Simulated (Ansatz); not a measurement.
# CO: the cost of one run

Method: DFT PBE+D3(BJ), plane waves, PAW, scalar-relativistic, no spin polarisation, in Ansatz 0.2.0.

## Step 1: The structure to begin with

The cell holds 24 atoms (C12O12): a = 8.227 Å, b = 8.227 Å, c = 8.227 Å, α = 90.00°, β = 90.00°, γ = 90.00°.

Its coordinates follow in the input file.

## Step 2: Preparing the start

input.yaml reads:

```yaml
accuracy: low
crystal:
  lattice:
    - [8.22684, 0.0, 0.0]
    - [0.0, 8.22684, 0.0]
    - [0.0, 0.0, 8.22684]
  atoms:
    - { symbol: O, position: [0.5404337, 0.004619, 0.5270883] }
    - { symbol: C, position: [0.5689236, 0.1358868, 0.4882441] }
    - { symbol: O, position: [0.9055526, 0.7559526, 0.3764824] }
    - { symbol: C, position: [0.9395338, 0.8159087, 0.4981472] }
    - { symbol: O, position: [0.3996208, 0.9305416, 0.2440883] }
    - { symbol: C, position: [0.2876387, 0.9847223, 0.3079339] }
    - { symbol: O, position: [0.476403, 0.3410158, 0.148042] }
    - { symbol: C, position: [0.4439962, 0.3803181, 0.2782607] }
    - { symbol: O, position: [0.2457269, 0.748903, 0.7559459] }
    - { symbol: C, position: [0.3140861, 0.7267232, 0.8758912] }
    - { symbol: O, position: [0.5699442, 0.5398014, 0.6390493] }
    - { symbol: C, position: [0.7045544, 0.557752, 0.6723604] }
    - { symbol: O, position: [0.6799596, 0.2767991, 0.7710767] }
    - { symbol: C, position: [0.6892571, 0.2400323, 0.9056633] }
    - { symbol: O, position: [0.9264179, 0.8930191, 0.9900931] }
    - { symbol: C, position: [0.8753547, 0.8523865, 0.8664269] }
    - { symbol: O, position: [0.0128457, 0.2202817, 0.6053788] }
    - { symbol: C, position: [0.0138074, 0.0838875, 0.63616] }
    - { symbol: O, position: [0.1315411, 0.5367099, 0.5860542] }
    - { symbol: C, position: [0.1387846, 0.538565, 0.4464265] }
    - { symbol: O, position: [0.2343093, 0.4099896, 0.8691392] }
    - { symbol: C, position: [0.2322451, 0.281493, 0.8140382] }
    - { symbol: O, position: [0.8450639, 0.4464639, 0.2494913] }
    - { symbol: C, position: [0.9410373, 0.5150053, 0.1743716] }
basis:
  ecutwfc: 420.0
kpoints:
  mp_grid: { grid: [1, 1, 1] }
hamiltonian:
  xc: pbe
  dispersion: d3bj
scf:
  occupations: { method: fermi_dirac, width: 0.05 }
  lower_state_search: "off"
relax:
  f_tol: 0.3
  max_steps: 15
  adjacent_minimum: "off"
```

On the command line:

```console
$ ansatz run input.yaml --threads 1 --pin off --max-ram 3072MiB --backend cpu --events-out ev --progress --plain --runs-dir out
```

Q: Estimate wall time and peak memory on 1 thread of Intel Xeon 6975P-C (Granite Rapids), shared host.

About 27 s, with a peak of 0.58 GiB.
